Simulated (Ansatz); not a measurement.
# CH4ClSSi: ladder of methods at one geometry

How do the methods compare on CH4ClSSi, in result and in cost? The task is a ladder of methods at one geometry, for CH4ClSSi.

All numbers are computed with Ansatz 0.2.0, driven from Python. The levels of theory stand in the script.

**1. The system**

Bond lengths: C1–Si2 1.783 Å, Si2–S3 2.120 Å, Si2–Cl4 1.989 Å, C1–H5 1.150 Å, C1–H6 1.121 Å, C1–H7 1.116 Å, S3–H8 1.318 Å. Angles: C1–Si2–S3 108.1°, C1–Si2–Cl4 111.6°, S3–Si2–Cl4 106.7°, Si2–C1–H5 112.2°, Si2–C1–H6 115.2°, Si2–C1–H7 114.6°, H5–C1–H6 103.2°, H5–C1–H7 105.0°, H6–C1–H7 105.5°, Si2–S3–H8 98.2°.

The script holds or builds the structure itself.

**2. The script**

The input, run_methods.py:

```python
'''CH4ClSSi at several levels of theory.'''

import argparse

import ansatz as az

parser = argparse.ArgumentParser(description='CH4ClSSi at several levels of theory.')
parser.add_argument('--basis', required=True, help='Gaussian basis set')
args = parser.parse_args()

geometry_ang = [
    ('C', [-0.3794, 1.0748, -0.3807]),
    ('Si', [0.4414, -0.5037, -0.4914]),
    ('S', [1.403, -0.8765, 1.361]),
    ('Cl', [-0.8568, -1.9844, -0.7707]),
    ('H', [-0.9627, 1.329, -1.3391]),
    ('H', [-1.1592, 1.1514, 0.4208]),
    ('H', [0.3024, 1.943, -0.2178]),
    ('H', [1.3035, -2.1908, 1.3621]),
]
ch4clssi = az.Crystal.molecule()
for symbol, xyz in geometry_ang:
    ch4clssi = ch4clssi.atom(symbol, xyz)

model = (
    ch4clssi.calculation()
    .basis(gaussian=args.basis)
    .spin('collinear', total=1)
)

methods = ['mp2', 'ccsd', 'ccsd_t']
reports = [model.correlation(m).run().report for m in methods]
print(f'Hartree-Fock reference {reports[0]["reference_energy_ev"] / 27.211386246:.6f} Ha')
best = reports[-1]['free_energy_ev'] - reports[-1]['reference_energy_ev']
for method, each in zip(methods, reports):
    gained = each['free_energy_ev'] - each['reference_energy_ev']
    print(f'{method:8s} total {each["free_energy_ev"] / 27.211386246:.6f} Ha  correlation {gained:9.4f} eV  ({100 * gained / best:.1f} % of the last)')
```

**3. The input behind the calls**

The package turns the script's settings into the engine's input (first run):

```yaml
crystal:
  periodic: [false, false, false]
  atoms:
    - { symbol: C, position_ang: [-0.3794, 1.0748, -0.3807] }
    - { symbol: Si, position_ang: [0.4414, -0.5037, -0.4914] }
    - { symbol: S, position_ang: [1.403, -0.8765, 1.361] }
    - { symbol: Cl, position_ang: [-0.8568, -1.9844, -0.7707] }
    - { symbol: H, position_ang: [-0.9627, 1.329, -1.3391] }
    - { symbol: H, position_ang: [-1.1592, 1.1514, 0.4208] }
    - { symbol: H, position_ang: [0.3024, 1.943, -0.2178] }
    - { symbol: H, position_ang: [1.3035, -2.1908, 1.3621] }
basis:
  gaussian:
    orbitals: cc-pVDZ
magnetization:
  spin_polarized: true
  initial_magnetization: 1.0
correlation:
  method: mp2
```

**4. The run**

Started as:

```bash
$ python run_methods.py --basis cc-pVDZ
```

What it wrote:

```text
Hartree-Fock reference -1186.210412 Ha
mp2      total -1186.701319 Ha  correlation  -13.3583 eV  (88.2 % of the last)
ccsd     total -1186.752280 Ha  correlation  -14.7450 eV  (97.4 % of the last)
ccsd_t   total -1186.766925 Ha  correlation  -15.1435 eV  (100.0 % of the last)
```

Wall time 25 s (1 thread of Intel Xeon at 2.60GHz (Ice Lake), shared host); peak memory 0.57 GiB.

**5. What changed from run to run**

The engine's inputs for the other runs:

Run 2, against run 1:

```diff
@@ -19 +19 @@
-  method: mp2
+  method: ccsd
```

Run 3, against run 1:

```diff
@@ -19 +19 @@
-  method: mp2
+  method: ccsd_t
```

**6. Run by run**

From the records of these 3 runs:

| run | method | energy (eV) | <S²> | iterations in all | CPU time (s) |
| --- | --- | --- | --- | --- | --- |
| 1 | mp2 | -32291.7879 | 0.75 | 15 | 1.9 |
| 2 | ccsd | -32293.1747 | 0.75 | 22 | 8.8 |
| 3 | ccsd_t | -32293.5732 | 0.75 | 22 | 14 |

Correlation energies (total less mean field):

| method | correlation (eV) | share of the last | miss against the last (eV) | CPU time (s) |
| --- | --- | --- | --- | --- |
| mp2 | -13.358 | 88.2 % | +1.785 | 1.9 |
| ccsd | -14.745 | 97.4 % | +0.399 | 8.8 |
| ccsd_t | -15.144 | 100.0 % | +0.000 | 14 |

**7. What came out**

| quantity | value |
| --- | --- |
| runs compared | 3 |
| correlation energy, last run | -15.144 eV |

**Reading.** mp2 catches 88 % of the correlation energy of ccsd_t. In CPU time, run 3 (ccsd_t) cost about 7.2 times as much as run 1 (mp2). Notes:
- The geometry is a force-field or estimated start, not a minimum of this method, and the basis set is short of its limit. A lower total doesn't mark the better method: functionals have no common bound, and MP2 and coupled cluster aren't variational.
- The run takes the species as open-shell (spin multiplicity 2), which needn't be its ground state.
- Inner cores stay frozen, so this is valence correlation.
